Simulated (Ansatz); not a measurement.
**ZnHI (SMILES [ZnH][I]): one structure at several levels**

How do the functionals fare away from a minimum? The structure is a structure displaced at random from a GFN2-xTB minimum.

The runs use Ansatz 0.2.0, Gaussian basis; single points in def2-TZVPP.

Correlated methods freeze the cores. The 3s and 3p shells of Cu and Zn are frozen; filled d shells are correlated. Core potentials replace the inner electrons past krypton, and spin-orbit coupling is left out.

### 1 The system as given

3 atoms, charge 0, spin multiplicity 1.

Atoms are counted from 1 here; the program's logs count them from 0.

Bond lengths: Zn1–I2 2.410 Å, Zn1–H3 1.470 Å. Angles: I2–Zn1–H3 179.2°.

As a file:

| atom | x (Å) | y (Å) | z (Å) |
| --- | --- | --- | --- |
| Zn1 | -0.2459 | -0.1071 | -0.1380 |
| I2 | 1.6941 | 0.7699 | 0.9923 |
| H3 | -1.4196 | -0.6392 | -0.8453 |

### 2 CCSD(T)/def2-TZVPP

run/in.yaml reads:

```yaml
crystal:
  periodic: [false, false, false]
  atoms:
    - {symbol: Zn, position_ang: [-0.245900, -0.107100, -0.138000]}
    - {symbol: I, position_ang: [1.694100, 0.769900, 0.992300]}
    - {symbol: H, position_ang: [-1.419600, -0.639200, -0.845300]}
basis:
  gaussian: {orbitals: def2-TZVPP}
correlation: {method: ccsd_t, frozen_orbitals: {H: 0, I: 4, Zn: 9}}
output: {forces: true}
```

The command line of these runs was not kept.

### 3 PBE0-D4/def2-TZVPP

run/in.yaml: that of step 2 with these lines changed.

```diff
@@ -8,3 +8,3 @@
   gaussian: {orbitals: def2-TZVPP}
-correlation: {method: ccsd_t, frozen_orbitals: {H: 0, I: 4, Zn: 9}}
-output: {forces: true}
+hamiltonian: {xc: pbe0, dispersion: d4}
+output: {forces: true, orbitals: {seedname: orbitals}}
```

### 4 wB97M-V/def2-TZVPP

run/in.yaml: that of step 3 with these lines changed.

```diff
@@ -8,3 +8,3 @@
   gaussian: {orbitals: def2-TZVPP}
-hamiltonian: {xc: pbe0, dispersion: d4}
-output: {forces: true, orbitals: {seedname: orbitals}}
+hamiltonian: {xc: {name: wB97M-V}}
+output: {forces: true}
```

### 5 r2SCAN-D4/def2-TZVPP

run/in.yaml: that of step 4 with these lines changed.

```diff
@@ -8,3 +8,3 @@
   gaussian: {orbitals: def2-TZVPP}
-hamiltonian: {xc: {name: wB97M-V}}
+hamiltonian: {xc: r2scan, dispersion: d4}
 output: {forces: true}
```

### 6 PBE-D4/def2-TZVPP

run/in.yaml: that of step 5 with these lines changed.

```diff
@@ -8,3 +8,3 @@
   gaussian: {orbitals: def2-TZVPP}
-hamiltonian: {xc: r2scan, dispersion: d4}
+hamiltonian: {xc: pbe, dispersion: d4}
 output: {forces: true}
```

### 7 revPBE-D4/def2-TZVPP

run/in.yaml: that of step 6 with these lines changed.

```diff
@@ -8,3 +8,3 @@
   gaussian: {orbitals: def2-TZVPP}
-hamiltonian: {xc: pbe, dispersion: d4}
+hamiltonian: {xc: {name: revPBE}, dispersion: d4}
 output: {forces: true}
```

### 8 SPW92/def2-TZVPP

run/in.yaml: that of step 7 with these lines changed.

```diff
@@ -8,3 +8,3 @@
   gaussian: {orbitals: def2-TZVPP}
-hamiltonian: {xc: {name: revPBE}, dispersion: d4}
+hamiltonian: {xc: lda}
 output: {forces: true}
```

(Steps that only read results are left out.)

What does the calculation give? Wanted: energy less free atoms, CCSD(T)/def2-TZVPP; RMS force component; RMS force error; HOMO and LUMO, PBE0-D4; T1 diagnostic.

**Answer**, as computed:

| quantity | value |
| --- | --- |
| energy less free atoms, CCSD(T)/def2-TZVPP | -450.1 kJ/mol |
| RMS force component | 0.296 to 0.378 eV/Å over the methods |
| RMS force error | PBE0-D4 0.085, wB97M-V 0.075, r2SCAN-D4 0.073, PBE-D4 0.051, revPBE-D4 0.090, SPW92 0.226 eV/Å |
| HOMO and LUMO, PBE0-D4 | -7.71 and -0.79 eV |
| T1 diagnostic | 0.012 |

In words: Against CCSD(T) the functionals' energies less atoms differ by -84.7 to +11.2 kJ/mol, PBE-D4 by -5.5 kJ/mol. CCSD(T) in triple zeta still lacks some correlation energy of the bonds, so part of these gaps is its own basis error and they don't rank the functionals. The forces of PBE-D4 come nearest to CCSD(T), those of SPW92 are farthest. Frozen-core CCSD(T) forces in triple zeta carry basis errors of their own, and this is one geometry, so small gaps rank nothing.
